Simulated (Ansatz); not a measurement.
## Molecular dynamics of Ba4Y2F13, charge +1

input.yaml

```yaml
crystal:
  lattice:
    - [6.911814, -3.402184, 0.0]
    - [6.911814, 3.402184, 0.0]
    - [-4.770086, 0.0, 6.709444]
  atoms:
    - { symbol: Ba, position: [0.673338, 0.685639, 0.260892] }
    - { symbol: Ba, position: [0.685639, 0.673338, 0.760892] }
    - { symbol: Ba, position: [0.314361, 0.326662, 0.239108] }
    - { symbol: Ba, position: [0.326662, 0.314361, 0.739108] }
    - { symbol: "Y", position: [0.985186, 0.014814, 0.25] }
    - { symbol: "Y", position: [0.014814, 0.985186, 0.75] }
    - { symbol: F, position: [0.697361, 0.930327, 0.139533] }
    - { symbol: F, position: [0.930327, 0.697361, 0.639533] }
    - { symbol: F, position: [0.221391, 0.942519, 0.072755] }
    - { symbol: F, position: [0.36633, 0.885795, 0.453948] }
    - { symbol: F, position: [0.634661, 0.365339, 0.25] }
    - { symbol: F, position: [0.114205, 0.63367, 0.046052] }
    - { symbol: F, position: [0.885795, 0.36633, 0.953948] }
    - { symbol: F, position: [0.057481, 0.778609, 0.427245] }
    - { symbol: F, position: [0.365339, 0.634661, 0.75] }
    - { symbol: F, position: [0.63367, 0.114205, 0.546052] }
    - { symbol: F, position: [0.778609, 0.057481, 0.927245] }
    - { symbol: F, position: [0.069673, 0.302639, 0.360467] }
    - { symbol: F, position: [0.302639, 0.069673, 0.860467] }
total_charge: 1
basis:
  ecutwfc: 420.0
kpoints:
  mp_grid: { grid: [2, 2, 1] }
hamiltonian:
  xc: pbesol
scf:
  occupations: { method: fermi_dirac, width: 0.05 }
  lower_state_search: "off"
md:
  timestep: 2
  n_steps: 100
  ensemble: nvt_langevin
  temperature: 1500.0
  initial_velocities: maxwell_boltzmann
  seed: 889178
  friction: 0.02
```

Run as:

```bash
$ ansatz run input.yaml --threads 1 --pin off --max-ram 3072MiB --backend cpu --events-out ev --progress --plain --runs-dir out
```

It starts from an unrelaxed structure (largest force component 2.36 eV/Å).

Output, in part (step lines):

```
md step     0: t =     0.00 fs  T =  1421.1 K  F+E_penalty+E_count = -41492.51972567 eV  E_kin = 3.490020 eV  (10 SCF iters)
md step     1: t =     2.00 fs  T =  1485.1 K  F+E_penalty+E_count = -41492.44583513 eV  E_kin = 3.647246 eV  (8 SCF iters)
md step     2: t =     4.00 fs  T =  1318.2 K  F+E_penalty+E_count = -41492.33530299 eV  E_kin = 3.237527 eV  (8 SCF iters)
md step     3: t =     6.00 fs  T =  1102.6 K  F+E_penalty+E_count = -41492.22353229 eV  E_kin = 2.707912 eV  (8 SCF iters)
md step     4: t =     8.00 fs  T =  1051.7 K  F+E_penalty+E_count = -41492.13976181 eV  E_kin = 2.582963 eV  (7 SCF iters)
md step     5: t =    10.00 fs  T =  1002.5 K  F+E_penalty+E_count = -41492.07823425 eV  E_kin = 2.462012 eV  (7 SCF iters)
md step     6: t =    12.00 fs  T =   987.9 K  F+E_penalty+E_count = -41492.02050627 eV  E_kin = 2.426251 eV  (6 SCF iters)
md step     7: t =    14.00 fs  T =  1030.9 K  F+E_penalty+E_count = -41491.95689437 eV  E_kin = 2.531897 eV  (7 SCF iters)
[... lines left out ...]
md step    99: t =   198.00 fs  T =  1320.9 K  F+E_penalty+E_count = -41491.44476275 eV  E_kin = 3.244012 eV  (7 SCF iters)
md step   100: t =   200.00 fs  T =  1205.1 K  F+E_penalty+E_count = -41491.37205948 eV  E_kin = 2.959721 eV  (8 SCF iters)
```

The steps, from the saved trajectory:

```
time (fs)  T (K)  potential energy less start (eV)
      0.0   1421                             0.000
      6.0   1103                             0.296
     12.0    988                             0.499
     18.0   1161                             0.670
     24.0   1100                             0.780
     30.0    885                             0.905
     36.0    967                             0.959
     42.0    919                             0.923
     48.0   1059                             1.026
     54.0    898                             1.280
     60.0    867                             1.433
     66.0    925                             1.165
     72.0   1451                             0.792
     78.0   1612                             0.741
     84.0   1681                             1.069
     90.0   1923                             1.473
     96.0   1475                             1.767
    102.0   1313                             1.700
    108.0   1402                             1.258
    114.0   1742                             0.977
    120.0   1682                             0.840
    126.0   1549                             0.822
    132.0   1439                             0.969
    138.0   1106                             1.242
    144.0    951                             1.371
    150.0    820                             1.389
    156.0    888                             1.259
    162.0   1118                             0.967
    168.0   1147                             0.723
    174.0   1059                             0.671
    180.0    872                             0.766
    186.0   1146                             0.778
    192.0   1171                             0.891
    198.0   1321                             1.075
```

All steps were run. The mean temperature of the second half is 18 % below the set value. A run of 0.2 ps of so small a system gives no equilibrium averages. Limits of this set-up: coarse k mesh, charged cell in a uniform background, uncorrected.

Mean squared displacements from the first frame to the last, about the centre of mass: Ba 0.06 Å², Y 0.06 Å², F 0.25 Å².

Last frame:

```xyz
19
Lattice="6.9118 -3.4022 0.0000 6.9118 3.4022 0.0000 -4.7701 0.0000 6.7094" Properties=species:S:1:pos:R:3
Ba 7.852 0.090 1.608
Ba 5.241 0.347 4.883
Ba 3.258 0.397 1.565
Ba 0.700 0.123 4.821
Y 5.542 -3.156 1.397
Y 2.962 3.589 5.173
F 10.306 0.583 0.775
F 7.939 -0.489 4.157
F 8.031 3.165 0.579
F 6.649 1.962 2.979
F 5.351 -0.682 2.107
F 5.226 1.440 0.174
F 4.165 -1.614 6.264
F 3.975 2.968 3.189
F 3.029 1.421 5.228
F 2.324 -1.688 3.768
F 1.258 -1.810 6.505
F 0.089 1.141 2.590
F -1.566 -0.625 5.824
```

Time of the run: 10 min on 1 thread of Arm Neoverse V2, on a shared host, peak memory 0.71 GiB.
